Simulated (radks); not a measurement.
**The series with 14 electrons, Si to Ir⁶³⁺**

One table from this session's results is given with a row withheld; the runs are named, their logs left out.

Method: Dirac Kohn-Sham, BLYP, spin-unpolarised, spherical densities, point nucleus; open shells fill j = l - 1/2 first. Code: radks (a radial shooting solver on a logarithmic mesh, Libxc functionals) version 1.

**The atom as given**

- electrons: 14
- ions: Si, Cl³⁺, Ca⁶⁺, V⁹⁺, Fe¹²⁺, Cu¹⁵⁺, Ge¹⁸⁺, Br²¹⁺, Sr²⁴⁺, Nb²⁷⁺, Ru³⁰⁺, Ag³³⁺, Sn³⁶⁺, I³⁹⁺, Ba⁴²⁺, Pr⁴⁵⁺, Sm⁴⁸⁺, Tb⁵¹⁺, Er⁵⁴⁺, Lu⁵⁷⁺, W⁶⁰⁺, Ir⁶³⁺
- configuration: NIST ground configuration of each

The first run:

Input:

```text
Z 14
configuration [Ne] 3s2 3p2
relativity Dirac
functional b88,lyp
spin unpolarised
j_filling energy
nucleus point
c 137.035999084
```

Steps of the session up to this table: Si, [Ne] 3s2 3p2.

One of the session's tables, all rows but one given; the rest of the session is left out.

It belongs to the step «Si, [Ne] 3s2 3p2». Sizes of the orbitals, from the radial functions (bohr):

```
level     <r>  outermost maximum (interpolated)  90 % within  nodes
1s1/2  0.1113                            0.0726        0.199      0
2s1/2  0.5686                             0.454        0.897      1
2p1/2  0.5364                             0.386        0.903      0
2p3/2       ?                                 ?            ?      ?
3s1/2   2.154                              1.77         3.30      2
3p1/2   2.811                              2.14         4.51      1
3p3/2   2.821                              2.14         4.52      1
```

Q: Estimate the row for 2p3/2 from the others.

The run gave: <r>: 0.5386; outermost maximum (interpolated): 0.388; 90 % within: 0.906; nodes: 0. In the column «<r>» it lies between 2p1/2 (0.5364) and 2s1/2 (0.5686).
